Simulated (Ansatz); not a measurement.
# BiW (NiAs type): equation of state

An exercise on one series of results from a longer session: the logs are not shown, and one member is left open.

Program: Ansatz 0.2.0. Level of theory: DFT PBE, scalar-relativistic, plane waves, PAW. These are calculated values, not measurements.

1 further run of the same task is left out (for a known fault of the program). Runs told in other sessions of the task aren't counted.

## The structure to begin with

It takes space group P6_3/mmc (No. 194, hexagonal). Conventional cell: a = 4.626 Å, b = 4.626 Å, c = 5.153 Å, α = 90.00°, β = 90.00°, γ = 120.00°. W (site symmetry -3m) is surrounded by 2 W at 2.58 Å and 6 Bi at 2.97 Å. Bi (site symmetry -6m2) has 6 W at 2.97 Å in its first shell of neighbours.

Structure file:

```
CELL_PARAMETERS angstrom
4.62621 0.00000 0.00000
-2.31310 4.00641 0.00000
0.00000 0.00000 5.15283
ATOMIC_POSITIONS crystal
W 0.00000 0.00000 0.00000
W 0.00000 0.00000 0.50000
Bi 0.33333 0.66667 0.25000
Bi 0.66667 0.33333 0.75000
```

An earlier run at PBE left this cell at 23.876 Å³/atom and 0.00 GPa (10×10×6 mesh).

Volume factors to run: 0.980, 1.020, 0.960, 1.040, 1.070, 1.100, 0.945.

The first run:

The input, input.yaml:

```yaml
crystal:
  lattice:
    - [4.5951582909, 0.0, 0.0]
    - [-2.2975791454, 3.9795238143, 0.0]
    - [0.0, 0.0, 5.1182508749]
  atoms:
    - { symbol: W, position: [0.0, 0.0, 0.0] }
    - { symbol: W, position: [0.0, 0.0, 0.5] }
    - { symbol: Bi, position: [0.3333333333, 0.6666666667, 0.25] }
    - { symbol: Bi, position: [0.6666666667, 0.3333333333, 0.75] }
basis:
  ecutwfc: 420
  ecutrho_ratio: 4
kpoints:
  mp_grid: { grid: [10, 10, 6] }
hamiltonian:
  xc: pbe
scf:
  occupations: { method: gaussian, width: 0.05 }
output:
  forces: true
  stress: true
  eigenvalues: true
relax:
  f_tol: 0.01
  max_steps: 40
  cell: { stress_tol: 0.1, fix: [volume] }
```

Launch:

```sh
$ ansatz run input.yaml --threads 2 --pin off --max-ram 2662MiB --backend cpu --events-out ev --progress --plain --runs-dir out
```

Among the steps run: At 0.980 of the relaxed volume; Volume × 1.020; At 0.960 of the relaxed volume; Volume × 1.040; Volume × 1.070; Scaling the volume by 1.100; At 0.945 of the relaxed volume.

One of the session's tables, all rows but one given; the rest of the session is left out.

It belongs to the step «The fit». 

```
volume (Å³/atom)  energy (meV/atom)  pressure (GPa)
          22.563              27.15            7.14
          22.921              13.72            4.92
          23.399               3.20            2.27
          23.876               0.00            0.00
          24.354               3.00           -2.02
          24.831              11.79           -3.88
          25.548                  ?               ?
          26.264              67.53           -8.29
```

Q: Estimate the row for volume (Å³/atom) = 25.548 from the others.

Worked estimate for «energy (meV/atom)». A straight line through the neighbours (24.831, 11.79) and (26.264, 67.53) gives 11.79 + (67.53 − 11.79) × (25.548 − 24.831) / (26.264 − 24.831) = 39.68; a parabola fitted to 3 rows on both sides gives 34.18.

As computed: energy (meV/atom): 34.73; pressure (GPa): -6.30. In «energy (meV/atom)» the line misses by +4.95 and the parabola by -0.55.
